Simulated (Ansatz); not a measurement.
# C2H6ClFGe: the cost of one run

The runs use Ansatz 0.2.0, Gaussian basis; functionals in def2-TZVPP, the program's frozen cores in correlated methods.

Levels to be run: PBE-D4, r2SCAN-D4, PBE0-D4, B3LYP-D4, ωB97X-V, ωB97M-V, B2PLYP; CCSD(T)/def2-TZVPP; MP2/def2-QZVPP; extrapolation to the limit.

**1. Structure used throughout**

An earlier PBE0-D4 in a triple-zeta def2 set relaxation fixed the geometry.

SMILES `F[CH]([GeH3])CCl`, 11 atoms, charge 0, spin multiplicity 1.

Atoms are counted from 1 here; the program's logs count them from 0.

Bond lengths: F1–C2 1.387 Å, C2–Ge3 1.991 Å, C2–C4 1.499 Å, C2–H6 1.095 Å, Ge3–H7 1.536 Å, Ge3–H8 1.538 Å, Ge3–H9 1.533 Å, C4–Cl5 1.786 Å, C4–H10 1.091 Å, C4–H11 1.090 Å. Angles: F1–C2–Ge3 108.1°, F1–C2–C4 110.0°, F1–C2–H6 107.5°, Ge3–C2–C4 111.8°, Ge3–C2–H6 109.2°, C4–C2–H6 110.2°, C2–Ge3–H7 109.0°, C2–Ge3–H8 108.9°, C2–Ge3–H9 108.3°, H7–Ge3–H8 109.8°, H7–Ge3–H9 110.5°, H8–Ge3–H9 110.2°, C2–C4–Cl5 112.4°, C2–C4–H10 110.2°, C2–C4–H11 111.0°, Cl5–C4–H10 106.9°, Cl5–C4–H11 106.8°, H10–C4–H11 109.3°.

**2. PBE-D4 (GGA)**

in.yaml

```yaml
crystal:
  periodic: [false, false, false]
  atoms:
    - {symbol: F, position_ang: [-0.389162, 1.145435, 1.407735]}
    - {symbol: C, position_ang: [-0.525106, 0.231239, 0.374083]}
    - {symbol: Ge, position_ang: [0.825109, -1.208223, 0.639970]}
    - {symbol: C, position_ang: [-0.351994, 0.919605, -0.945843]}
    - {symbol: Cl, position_ang: [-1.660496, 2.088300, -1.282453]}
    - {symbol: H, position_ang: [-1.528824, -0.199293, 0.446316]}
    - {symbol: H, position_ang: [2.230329, -0.615476, 0.461310]}
    - {symbol: H, position_ang: [0.588331, -2.311807, -0.404292]}
    - {symbol: H, position_ang: [0.655574, -1.772433, 2.054731]}
    - {symbol: H, position_ang: [-0.362615, 0.188711, -1.755307]}
    - {symbol: H, position_ang: [0.584153, 1.477039, -0.975650]}
basis:
  gaussian: {orbitals: def2-TZVPP}
hamiltonian: {xc: pbe, dispersion: d4}
output: {forces: true, orbitals: {seedname: orbitals}}
```

Launch:

```console
> ansatz run in.yaml --threads 2 --pin off --events-out ev --progress --plain --max-ram 22528MiB --backend cpu
```

**Question.** How long does this run take on 2 threads of AMD EPYC 7R13, shared host, and how much memory does it need?

About 4.5 s, with a peak of 0.44 GiB.
